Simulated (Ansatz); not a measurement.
**H5NSSn (built from SMILES [NH2][SnH2][SH]): search for a transition state**

Wanted: the transition state of a 1,2-elimination (form N2–H4 and break Sn1–N2, S3–H4). The guess is relaxed with those distances held, a saddle search follows, and vibrations and two downhill relaxations check it.

Program: Ansatz 0.2.0, Gaussian basis. Level of theory: PBE0-D4, def2-SVP first, then def2-TZVP. These are calculated values, not measurements.

105 further runs of the same task are left out: 105 set aside as unsound or not needed.

**1. The starting structure**

The guess: 8 atoms, charge 0, spin multiplicity 1.

Atoms are counted from 1 here; the program's logs count them from 0.

Bond lengths: Sn1–N2 2.187 Å, Sn1–S3 2.336 Å, Sn1–H5 1.727 Å, Sn1–H6 1.727 Å, N2–H7 1.012 Å, N2–H8 1.012 Å, S3–H4 1.619 Å. Angles: N2–Sn1–S3 76.6°, N2–Sn1–H5 106.9°, N2–Sn1–H6 106.9°, S3–Sn1–H5 125.7°, S3–Sn1–H6 125.6°, H5–Sn1–H6 105.7°, Sn1–N2–H7 120.4°, Sn1–N2–H8 120.5°, H7–N2–H8 106.8°, Sn1–S3–H4 70.5°.

As a file:

```xyz
8
charge 0, multiplicity 1
Sn   -1.0569    0.2586    0.3320
N     1.0609   -0.0245   -0.1326
S    -1.0698   -1.5128   -1.1904
H     0.4546   -1.0299   -0.9345
H    -1.4351    1.9034   -0.0342
H    -1.2189    0.1123    2.0453
H     1.6952   -0.3836    0.5696
H     1.5699    0.6765   -0.6552
```

Distances that are to change: N2–H4 1.42 Å, Sn1–N2 2.19 Å, S3–H4 1.62 Å.

**2. Constrained relaxation of the guess**

hold/in.yaml reads:

```yaml
crystal:
  periodic: [false, false, false]
  atoms:
    - {symbol: Sn, position_ang: [-1.056900, 0.258600, 0.332000]}
    - {symbol: N, position_ang: [1.060900, -0.024500, -0.132600]}
    - {symbol: S, position_ang: [-1.069800, -1.512800, -1.190400]}
    - {symbol: H, position_ang: [0.454600, -1.029900, -0.934500]}
    - {symbol: H, position_ang: [-1.435100, 1.903400, -0.034200]}
    - {symbol: H, position_ang: [-1.218900, 0.112300, 2.045300]}
    - {symbol: H, position_ang: [1.695200, -0.383600, 0.569600]}
    - {symbol: H, position_ang: [1.569900, 0.676500, -0.655200]}
basis:
  gaussian: {orbitals: def2-SVP}
hamiltonian: {xc: pbe0, dispersion: d4}
relax: {f_tol: 0.04, max_steps: 150, escape_saddle: false, constraints: [{distance: [1, 3]}, {distance: [0, 1]}, {distance: [2, 3]}]}
```

On the command line:

```sh
$ ansatz run in.yaml --threads 4 --pin off --events-out ev --progress --plain --max-ram 9574MiB
```

Further steps of the session: Force constants to start from; Saddle search in the small basis; Saddle search in triple zeta; Vibrations at the point found; Relaxing after a step of 0.30 Å one way along the mode; Relaxing after a step of 0.30 Å the other way along the mode.

**Question.** What will these runs give? Wanted: imaginary mode; barrier from the start side; barrier from the end side; energy of the step; pairs that change; zero-point energy at the saddle.

**Answer**, as computed:

```
                       quantity                                        value
                 imaginary mode                                   1305i cm⁻¹
    barrier from the start side                                18.7 kcal/mol
      barrier from the end side                                16.5 kcal/mol
             energy of the step                                +2.2 kcal/mol
              pairs that change  N2–H4 formed, Sn1–N2 loosened, S3–H4 broken
zero-point energy at the saddle                                     1.272 eV
```

The point has a single imaginary mode (1305i cm⁻¹), as a transition state must. Going downhill both ways gives the intended start and end. A bond meant to break is only loosened at the end: the products stay bound as an adduct. At PBE0-D4/def2-TZVP the electronic barrier is 18.7 kcal/mol, about 32 kT at 298 K, and the step runs 2.2 kcal/mol uphill. The barrier is thin enough for tunnelling; the leading (Wigner) term alone is a factor of 2.7 at 298 K. These are plain relaxations, not an intrinsic reaction coordinate. The ends are the nearest minima, not always the lowest complexes.
